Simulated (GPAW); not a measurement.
# GaH2O2 (SMILES [OH][Ga][OH]): UPBEsol/szp(dzp) (scalar-relativistic datasets)

Wanted: a structure relaxation of GaH2O2. 

The calculation is run with GPAW 26.7.0.

## Step 1: Starting point

GaH2O2: 5 atoms, total charge 0, spin state doublet. SMILES: `[OH][Ga][OH]`. All atoms were displaced at random from a relaxed shape. The run starts from this shape.

Bond lengths: O1–Ga2 1.805 Å, Ga2–O3 1.833 Å, O1–H4 1.067 Å, O3–H5 1.078 Å. Angles: O1–Ga2–O3 118.2°, Ga2–O1–H4 110.7°, Ga2–O3–H5 102.4°.

## Step 2: A geometry optimisation at UPBEsol/szp(dzp) (scalar-relativistic datasets)

File gs.sdf:

```

     RDKit          3D

  5  4  0  0  0  0  0  0  0  0999 V2000
   -0.3691    0.0359   -1.3214 O   0  0  0  0  0  0  0  0  0  0  0  0
   -0.3903   -0.7037    0.3249 Ga  0  0  0  0  0  2  0  0  0  0  0  0
    0.5936    0.0971    1.6481 O   0  0  0  0  0  0  0  0  0  0  0  0
   -0.9123   -0.5688   -2.0129 H   0  0  0  0  0  0  0  0  0  0  0  0
    1.0057    0.9549    1.1421 H   0  0  0  0  0  0  0  0  0  0  0  0
  2  1  1  0
  3  2  1  0
  4  1  1  0
  5  3  1  0
M  RAD  1   2   2
M  END
$$$$
```

File gs.py:

```python
from ase.io import read, write
from ase.optimize import MDMin
from gpaw import GPAW, setup_paths
from gpaw.atom.configurations import parameters
from gpaw.atom.generator import Generator

system = read('gs.sdf')
system.center(vacuum=5.0)
system.set_initial_magnetic_moments([0.333333, 0.333333, 0.333333, 0.0, 0.0])

for symbol in ['Ga', 'H', 'O']:
    Generator(symbol, xcname='PBEsol', scalarrel=True, nofiles=True, txt=None).run(**parameters[symbol])
setup_paths.insert(0, '.')

calc = GPAW(mode='lcao',
            symmetry='off',
            xc='PBEsol',
            mixer={'name': 'pulay', 'beta': 0.25, 'nmaxold': 5, 'weight': 100.0},
            occupations={'name': 'fermi-dirac', 'width': 0.0, 'fixmagmom': True},
            basis='szp(dzp)',
            h=0.18,
            maxiter=100,
            poissonsolver={'name': 'MomentCorrectionPoissonSolver', 'poissonsolver': 'fast', 'moment_corrections': 9},
            txt='-')
system.calc = calc

opt = MDMin(system, trajectory='gs.traj')
converged = opt.run(fmax=0.05, steps=100)
print('Converged:', converged)
print(f'Final energy = {system.get_potential_energy():.5f} eV')
print(f'r(O2-Ga1): {system.get_distance(2, 1):.4f} Ang')
print(f'r(H4-O2): {system.get_distance(4, 2):.4f} Ang')
write('relaxed.xyz', system)
```

On the command line:

```
$ python gs.py > gs.log
```

Q: Predict the results. Wanted: energy as printed; dipole moment; HOMO energy; LUMO energy.

**Answer.** As computed:

At UPBEsol/szp(dzp) (scalar-relativistic datasets):

```
                                              quantity        value
energy as printed (from the program's reference atoms)  -19.9107 eV
                                         dipole moment       1.37 D
                    HOMO energy (highest over α and β)     -5.26 eV
                     LUMO energy (lowest over α and β)     -4.18 eV
```

What this shows: At the final geometry: Bond lengths: O1–Ga2 1.894 Å, Ga2–O3 1.884 Å, O1–H4 1.028 Å, O3–H5 1.029 Å. Angles: O1–Ga2–O3 114.4°, Ga2–O1–H4 108.2°, Ga2–O3–H5 104.3°. The optimisation took 34 steps and changed the energy by -0.207 eV.
